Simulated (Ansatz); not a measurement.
# CHGeO+ (triplet): the correlation ladder, cc-pVDZ

An exercise on one series of results from a longer session: the logs are not shown, and one member is left open.

Program: Ansatz 0.2.0, Gaussian basis. Level of theory: cc-pVDZ, core rule «outside noble gas», up to 16 orbitals frozen. These are calculated values, not measurements.

Plan: UHF; CCSD(T) on ROHF; CCSD(T) on UHF; BCCD(T) on ROHF; CISD; CCSDT(Q) on ROHF; CCSDT(Q) on UHF; CASSCF and NEVPT2, 10 electrons in 10 orbitals.

22 further runs of the same task are left out: 8 that didn't finish, 14 set aside as unsound or not needed.

**What is computed**

The geometry is a PBE0/def2-TZVP stationary point (not a proven minimum) of the parent state, kept for this charge and spin. No spin-orbit coupling is included. The filled d shell of Ge may be among the frozen orbitals whatever the setting's name suggests; the logs give the count.

4 atoms, charge 1, spin multiplicity 3.

Atoms are counted from 1 here; the program's logs count them from 0.

Bond lengths: C1–O2 1.126 Å, Ge3–H4 1.600 Å.

The first run:

in.yaml reads:

```yaml
crystal:
  periodic: [false, false, false]
  atoms:
    - {symbol: C, position_ang: [0.000000, -0.012354, 2.913288]}
    - {symbol: O, position_ang: [0.000000, 0.034705, 1.788286]}
    - {symbol: Ge, position_ang: [0.000000, -0.027169, -0.866924]}
    - {symbol: H, position_ang: [0.000000, 1.554329, -0.623801]}
basis:
  gaussian: {orbitals: cc-pVDZ}
total_charge: 1
magnetization: {spin_polarized: true, initial_magnetization: 2}
hamiltonian: {xc: hf}
output: {orbitals: {seedname: orbitals}}
```

Launch:

```sh
> ansatz run in.yaml --threads 1 --pin off --events-out ev --progress --plain --max-ram 2393MiB
```

Steps of the session up to this table: UHF; CCSD(T) on ROHF; CCSD(T) on UHF; BCCD(T) on ROHF; CISD; CCSDT(Q) on ROHF; CCSDT(Q) on UHF; CASSCF and NEVPT2, 10 electrons in 10 orbitals.

One table of the session follows, with a row left open; its other results are not shown here.

| method | from UCCSDT(Q) (meV) |
| --- | --- |
| ROHF | +9991.1 |
| UHF | +9819.2 |
| RMP2 | +1091.7 |
| UMP2 | +1066.5 |
| CISD | +1311.8 |
| RCCSD | ? |
| UCCSD | +368.5 |
| RCCSD(T) | +64.3 |
| UCCSD(T) | +52.0 |
| BCCD(T) | +59.6 |
| RCCSDT | +39.5 |
| UCCSDT | +27.8 |
| RCCSDT(Q) | +16.0 |
| UCCSDT(Q) | 0 |

Estimate the missing values for RCCSD.

**Answer.** from UCCSDT(Q) (meV): +385.8. In the column «from UCCSDT(Q) (meV)» it lies between UCCSD (+368.5) and UMP2 (+1066.5).

Left out of the table: CASSCF frontier, NEVPT2 frontier (the active space lost an orbital or holds another state than full CI finds).

Caveats from the session: Restricted and unrestricted rows rest on different reference determinants; where their highest levels disagree by more than a few hundredths of an eV, they describe different states and don't form one ladder. Warnings in the runs' records: passed over end.
